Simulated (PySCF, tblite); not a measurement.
# C₅H₉Al: geometry, infrared bands and NMR shifts

What infrared bands and NMR shifts should C₅H₉Al (`C=[CH][Al]([CH3])[CH]=C`) show?

Computed with tblite 0.8.0 and PySCF 2.14.0, with density-fitted response routines of our own, on a single molecule in the gas phase. Atoms are numbered from 0 throughout.

### Step 1. Starting geometry

15 atoms, charge 0, multiplicity 1; geometry from: force field or distance geometry start.

Bonds of the start (Å): C0–C1 1.35, C1–Al2 1.94, Al2–C3 2.00, Al2–C4 1.98, C4–C5 1.33, C0–H6 1.11, C0–H7 1.09, C1–H8 1.09, C3–H9 1.11, C3–H10 1.10, C3–H11 1.12, C4–H12 1.08, C5–H13 1.09, C5–H14 1.09.

### Step 2. Geometry optimisation with GFN2-xTB

Job settings and geometry (Å):

```
{"job": {"kind": "relax", "xc": "GFN2-xTB", "basis": "xTB"}, "charge": 0, "multiplicity": 1}
C      2.643600    -0.332900    -0.312200
C      1.448100    -0.833400     0.047400
Al    -0.137700     0.200600    -0.377100
C      0.000700     2.165200    -0.745200
C     -1.916900    -0.508800     0.110000
C     -2.240500    -1.793400     0.003500
H      2.635600     0.640200    -0.838700
H      3.579900    -0.842500    -0.101300
H      1.386200    -1.786800     0.576000
H     -0.918400     2.530000    -1.246800
H      0.921500     2.356600    -1.311100
H      0.026800     2.665300     0.251200
H     -2.659800     0.179700     0.470300
H     -3.247400    -2.093400     0.298200
H     -1.525900    -2.538400    -0.351700
```

Started as:

```console
> OMP_NUM_THREADS=1 python probes_run.py task.json out
```

One launch serves the whole session: the jobs run in the order shown.

**Question.** This job is followed by: GFN2-xTB harmonic vibrations, gas phase; GIAO PBE0/pcSseg-1 NMR shielding, non-relativistic, gas phase. Predict these results of the whole session: strongest single infrared mode (GFN2-xTB); zero-point energy (GFN2-xTB); 13C shifts against TMS (PBE0/pcSseg-1, means over atoms taken as alike); 1H shifts against TMS (PBE0/pcSseg-1, means over atoms taken as alike); 27Al shifts against AlH4- (PBE0/pcSseg-1); surface potential, 1st and 99th percentile.

The runs gave:

```
                                                               quantity                       value
                              strongest single infrared mode (GFN2-xTB)        668 cm⁻¹, 260 km/mol
                                           zero-point energy (GFN2-xTB)               71.4 kcal/mol
13C shifts against TMS (PBE0/pcSseg-1, means over atoms taken as alike)     152.8, 152.4, -10.9 ppm
 1H shifts against TMS (PBE0/pcSseg-1, means over atoms taken as alike)  7.15, 7.05, 6.67, 0.10 ppm
                              27Al shifts against AlH4- (PBE0/pcSseg-1)                   176.1 ppm
                                  surface potential, 1st and 99th percentile          -0.66 V and 2.20 V
```

What this shows: The optimisation took 103 steps and gained 0.267 eV; among the close pairs (by a distance rule), C1–Al2 changed most, from 1.940 to 1.987 Å. No mode is imaginary among the 39: a minimum at this level. The strongest single mode, at 668 cm⁻¹, is spread over many atoms; the largest shares are those of Al2, C4. Unscaled tight-binding wavenumbers are off by several per cent, some by more. Its intensities can rank the bands wrongly. C1, C4 (mean) (alkene CH) lies farthest downfield among carbon, at 152.8 ppm; an sp2 carbon of a C=C bond. H8, H12 (mean) (hydrogen on an alkene CH) lies farthest downfield among hydrogen, at 7.15 ppm; olefinic region. At PBE0/pcSseg-1, counted by nearest atom on the grid, the HOMO lies on C4 33 %; Al2 14 %, the LUMO on Al2 39 %; C0, C5 about 12 % each.
